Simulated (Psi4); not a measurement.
# C2F4O (trifluoroacetyl fluoride): levels of theory compared

Aim: a comparison of 6 runs (BHLYP/cc-pVDZ, BLYP/cc-pVDZ, M06-2X/cc-pVDZ, M06-L/cc-pVDZ, PBE/cc-pVDZ, wB97X/cc-pVDZ) of C2F4O (trifluoroacetyl fluoride). 

Program for the calculation: Psi4 1.11.

### 1 The molecule

C2F4O has 7 atoms, charge 0, and is taken as a singlet. As SMILES, `O=C(F)C(F)(F)F`. The C4–F7 distance was set to 1.714 Å, away from the relaxed value.

Bond lengths: O1–C2 1.172 Å, C2–F3 1.326 Å, C2–C4 1.542 Å, C4–F5 1.330 Å, C4–F6 1.330 Å. Angles: O1–C2–F3 124.0°, O1–C2–C4 126.4°, F3–C2–C4 109.5°, C2–C4–F5 109.8°, C2–C4–F6 109.8°, F5–C4–F6 108.7°. A long bond or contact: C4–F7 1.714 Å.

### 2 Energy and gradient at BHLYP/cc-pVDZ (run 1)

Contents of calc.inp:

```
memory 2200 mb

molecule geom {
  0 1
  O      0.697396    -1.519693     0.795152
  C     -0.274804    -0.921633     0.529162
  F     -1.500624    -1.324533     0.833872
  C     -0.345634     0.428327    -0.212428
  F     -1.061664     0.294747    -1.324728
  F     -0.928114     1.338057     0.562842
  F      1.230750     0.963590    -0.619810
  units angstrom
  symmetry c1
  no_reorient
  no_com
}

set globals {
  basis cc-pVDZ
  reference rks
  puream true
  e_convergence 1e-09
  d_convergence 1e-08
  scf_type pk
  dft_radial_points 99
  dft_spherical_points 590
}

result, w = gradient('bhhlyp', return_wfn=True)
print_variables()
```

Run with:

```console
$ psi4 calc.inp calc.out -n 1
```

calc.out:

```text
[...]
  Running in c1 symmetry.
[...]
  Nuclear repulsion =  323.089074049314092
[...]
  Multiplicity = 1
[...]
  Nalpha       = 28
  Nbeta        = 28
[...]
    Number of basis functions: 98
[...]
   @RKS iter   1:  -550.31925447476942   -6.09532e-01   7.74893e-03 DIIS/ADIIS
[...]
   @RKS iter  13:  -550.53993529405727   -7.16227e-12   5.94768e-09 DIIS
[...]
  @RKS Final Energy:  -550.53993529405727
   => Energetics <=
    Nuclear Repulsion Energy =            323.0890740493140925
    One-Electron Energy =               -1404.3674610598282015
    Two-Electron Energy =                 562.3609746483929257
    DFT Exchange-Correlation Energy =     -31.6225229319361247
    Empirical Dispersion Energy =           0.0000000000000000
    VV10 Nonlocal Energy =                  0.0000000000000000
    Total Energy =                       -550.5399352940572726
[...]
  -Total Gradient:
     Atom            X                  Y                   Z
    ------   -----------------  -----------------  -----------------
       1        0.012732115849    -0.006838829028     0.002929473841
       2       -0.024223254984     0.001753040062     0.000713371532
       3       -0.006374854491    -0.007320141367     0.004469692191
       4       -0.041269080367    -0.030600684129     0.019829520775
       5       -0.028492224214    -0.008618813813    -0.019280950662
       6       -0.025677212795     0.013365201130     0.020500714303
       7        0.113320576759     0.038262146666    -0.029166373733
[...]
```

Run time: 19 s. Hardware: 1 thread of Intel Xeon 6975P-C (Granite Rapids), shared host; peak memory 1.2 GiB.

### 3 A single-point energy at BLYP/cc-pVDZ (run 2)

Contents of job.dat:

```
memory 2.2 GB

molecule system {
  0 1
  O      0.697396    -1.519693     0.795152
  C     -0.274804    -0.921633     0.529162
  F     -1.500624    -1.324533     0.833872
  C     -0.345634     0.428327    -0.212428
  F     -1.061664     0.294747    -1.324728
  F     -0.928114     1.338057     0.562842
  F      1.230750     0.963590    -0.619810
  symmetry c1
}

set basis cc-pVDZ
set reference rks
set puream true
set e_convergence 1e-09
set d_convergence 1e-08
set scf_type pk
set dft_radial_points 99
set dft_spherical_points 590

e_tot, wfn = energy('blyp', return_wfn=True)
```

Run with:

```console
$ psi4 -n 1 job.dat job.out
```

job.out:

```text
[...]
  Running in c1 symmetry.
[...]
  Nuclear repulsion =  323.089074049314149
[...]
  Multiplicity = 1
[...]
  Nalpha       = 28
  Nbeta        = 28
[...]
    Number of basis functions: 98
[...]
   @RKS iter   1:  -550.51889472936409   -2.00543e-01   7.78055e-03 DIIS/ADIIS
[...]
   @RKS iter  13:  -550.72600308884580   -7.95808e-13   4.31804e-09 DIIS
[...]
  @RKS Final Energy:  -550.72600308884580
   => Energetics <=
    Nuclear Repulsion Energy =            323.0890740493141493
    One-Electron Energy =               -1404.8924270775544301
    Two-Electron Energy =                 592.2201385088287680
    DFT Exchange-Correlation Energy =     -61.1427885694343161
    Empirical Dispersion Energy =           0.0000000000000000
    VV10 Nonlocal Energy =                  0.0000000000000000
    Total Energy =                       -550.7260030888458004
[...]
 Multipole Moments:
 ------------------------------------------------------------------------------------
     Multipole            Electronic (a.u.)      Nuclear  (a.u.)        Total (a.u.)
 ------------------------------------------------------------------------------------
 L = 1.  Multiply by 2.5417464519 to convert [e a0] to [Debye]
 Dipole X            :         -1.6402233            0.8606886           -0.7795347
 Dipole Y            :          1.3600217           -1.4041349           -0.0441133
 Dipole Z            :         -0.6408886            0.7191803            0.0782917
 Magnitude           :                                                    0.7846973
[...]
```

Wall time 11 s (1 thread of Intel Xeon 6975P-C (Granite Rapids), shared host); peak memory 1.2 GiB.

Run 3 isn't shown in full; the table further down has it.

### 4 Energy and forces at M06-L/cc-pVDZ (run 4)

Contents of c2f4o.py:

```python
import psi4

psi4.set_memory('2200 MB')
psi4.set_num_threads(1)
psi4.set_output_file('output.dat', False)

geom = psi4.geometry("""
0 1
O      0.697396    -1.519693     0.795152
C     -0.274804    -0.921633     0.529162
F     -1.500624    -1.324533     0.833872
C     -0.345634     0.428327    -0.212428
F     -1.061664     0.294747    -1.324728
F     -0.928114     1.338057     0.562842
F      1.230750     0.963590    -0.619810
units angstrom
symmetry c1
""")

options = {'basis': 'cc-pVDZ', 'puream': True, 'e_convergence': 1e-09, 'd_convergence': 1e-08, 'scf_type': 'pk', 'dft_radial_points': 99, 'dft_spherical_points': 590}
psi4.set_options(options)

result, w = psi4.gradient('m06-l', return_wfn=True)
psi4.oeprop(w, 'WIBERG_LOWDIN_INDICES', 'LOWDIN_CHARGES', 'QUADRUPOLE')
print('gradient / Eh bohr^-1')
print(result.np.round(6))
print(f'energy = {w.energy():.10f} Eh')
```

Run with:

```console
$ python c2f4o.py
```

output.dat:

```text
[...]
  Running in c1 symmetry.
[...]
  Nuclear repulsion =  323.089074049314149
[...]
  Multiplicity = 1
[...]
  Nalpha       = 28
  Nbeta        = 28
[...]
    Number of basis functions: 98
[...]
   @RKS iter   1:  -550.55131344169047   -3.71203e-01   7.16202e-03 ADIIS/DIIS
[...]
   @RKS iter  13:  -550.72558721727046   -1.59162e-12   2.01783e-09 DIIS
[...]
  @RKS Final Energy:  -550.72558721727046
   => Energetics <=
    Nuclear Repulsion Energy =            323.0890740493141493
    One-Electron Energy =               -1404.5920061917654493
    Two-Electron Energy =                 591.9380640779993428
    DFT Exchange-Correlation Energy =     -61.1607191528185439
    Empirical Dispersion Energy =           0.0000000000000000
    VV10 Nonlocal Energy =                  0.0000000000000000
    Total Energy =                       -550.7255872172704585
[...]
  -Total Gradient:
     Atom            X                  Y                   Z
    ------   -----------------  -----------------  -----------------
       1       -0.013687906837     0.009674011131    -0.004445083456
       2       -0.015769100263    -0.015467332720     0.009672264588
       3        0.010731032427    -0.002690207591     0.000765832944
       4       -0.035695943329    -0.017698483090     0.012318597691
       5       -0.018960573050    -0.006906162326    -0.005657390459
       6       -0.017791733627     0.002235145855     0.010846762326
       7        0.091142098182     0.030805752031    -0.023475619471
[...]
```

The script printed:

```text
gradient / Eh bohr^-1
[[-0.013688  0.009674 -0.004445]
 [-0.015769 -0.015467  0.009672]
 [ 0.010731 -0.00269   0.000766]
 [-0.035696 -0.017698  0.012319]
 [-0.018961 -0.006906 -0.005657]
 [-0.017792  0.002235  0.010847]
 [ 0.091142  0.030806 -0.023476]]
energy = -550.7255872173 Eh
```

Run time: 35 s. Hardware: 1 thread of Intel Xeon 6975P-C (Granite Rapids), shared host; peak memory 1.1 GiB.

Run 5 isn't shown in full; the table further down has it.

### 5 Energy and gradient at wB97X/cc-pVDZ (run 6)

Contents of c2f4o.py:

```python
import psi4

psi4.set_memory('2200 MB')
psi4.set_num_threads(1)
psi4.set_output_file('psi4.out', False)

geom = psi4.geometry("""
0 1
O      0.697396    -1.519693     0.795152
C     -0.274804    -0.921633     0.529162
F     -1.500624    -1.324533     0.833872
C     -0.345634     0.428327    -0.212428
F     -1.061664     0.294747    -1.324728
F     -0.928114     1.338057     0.562842
F      1.230750     0.963590    -0.619810
units angstrom
symmetry c1
""")

psi4.set_options({
    'basis': 'cc-pVDZ',
    'puream': True,
    'e_convergence': 1e-09,
    'd_convergence': 1e-08,
    'scf_type': 'pk',
    'dft_radial_points': 99,
    'dft_spherical_points': 590,
})

E, wfn = psi4.gradient('wb97x', molecule=geom, return_wfn=True)
psi4.oeprop(wfn, 'DIPOLE', 'MULLIKEN_CHARGES', 'MAYER_INDICES', title='WB97X')
print('gradient / Eh bohr^-1')
print(E.np.round(6))
print(f'energy = {wfn.energy():.10f} Eh')
```

Run with:

```console
$ python c2f4o.py
```

psi4.out:

```text
[...]
  Running in c1 symmetry.
[...]
  Nuclear repulsion =  323.089074049314149
[...]
  Multiplicity = 1
[...]
  Nalpha       = 28
  Nbeta        = 28
[...]
    Number of basis functions: 98
[...]
   @RKS iter   1:  -550.41243359581358   -6.65262e-01   8.10708e-03 ADIIS/DIIS
[...]
   @RKS iter  13:  -550.65535644095678   -2.27374e-12   7.75634e-09 DIIS
[...]
  @RKS Final Energy:  -550.65535644095678
   => Energetics <=
    Nuclear Repulsion Energy =            323.0890740493141493
    One-Electron Energy =               -1404.3698581074140748
    Two-Electron Energy =                 574.8389537843221433
    DFT Exchange-Correlation Energy =     -44.2135261671789834
    Empirical Dispersion Energy =           0.0000000000000000
    VV10 Nonlocal Energy =                  0.0000000000000000
    Total Energy =                       -550.6553564409567798
[...]
  -Total Gradient:
     Atom            X                  Y                   Z
    ------   -----------------  -----------------  -----------------
       1       -0.007273757990     0.005376099256    -0.002493850611
       2       -0.016932889925    -0.008904229003     0.006121536411
       3        0.006368272415    -0.003030070469     0.001245816730
       4       -0.046355596832    -0.026701813535     0.018038793729
       5       -0.021229767932    -0.006822025613    -0.008059798923
       6       -0.019790376649     0.004428689195     0.012294429838
       7        0.105235181661     0.035652595136    -0.027152922686
[...]
```

On the terminal:

```text
gradient / Eh bohr^-1
[[-0.007274  0.005376 -0.002494]
 [-0.016933 -0.008904  0.006122]
 [ 0.006368 -0.00303   0.001246]
 [-0.046356 -0.026702  0.018039]
 [-0.02123  -0.006822 -0.00806 ]
 [-0.01979   0.004429  0.012294]
 [ 0.105235  0.035653 -0.027153]]
energy = -550.6553564410 Eh
```

Wall time 32 s (1 thread of Intel Xeon 6975P-C (Granite Rapids), shared host); peak memory 1.3 GiB.

### 6 The series

```
run           level      task  energy (Eh)  dipole moment (D)  HOMO energy (eV)  LUMO energy (eV)  wall time
  1   BHLYP/cc-pVDZ  gradient  -550.539935               1.98            -11.90             -0.64       19 s
  2    BLYP/cc-pVDZ    energy  -550.726003               1.99             -7.91             -2.65       11 s
  3  M06-2X/cc-pVDZ    energy  -550.598593               1.94            -11.81             -0.71       26 s
  4   M06-L/cc-pVDZ  gradient  -550.725587               2.02             -8.68             -2.68       35 s
  5     PBE/cc-pVDZ  gradient  -550.256123               2.02             -8.05             -2.81       21 s
  6   wB97X/cc-pVDZ  gradient  -550.655356               2.01            -12.54              0.61       32 s
```

### 7 What came out

```
                       quantity          value
            run 6: total energy  -550.65536 Eh
           run 6: dipole moment         2.01 D
             run 6: HOMO energy      -12.54 eV
             run 6: LUMO energy        0.61 eV
           run 6: HOMO–LUMO gap       13.15 eV
run 6: largest force on an atom     5.882 eV/Å
```

What this shows: The dipole moment (its size) runs from 1.94 D (M06-2X/cc-pVDZ) to 2.02 D (PBE/cc-pVDZ). The HOMO–LUMO gap runs from 5.24 eV (PBE/cc-pVDZ) to 13.15 eV (wB97X/cc-pVDZ). Totals of different functionals can't be ranked against each other. All runs together took 2.4 min, the longest 35 s.
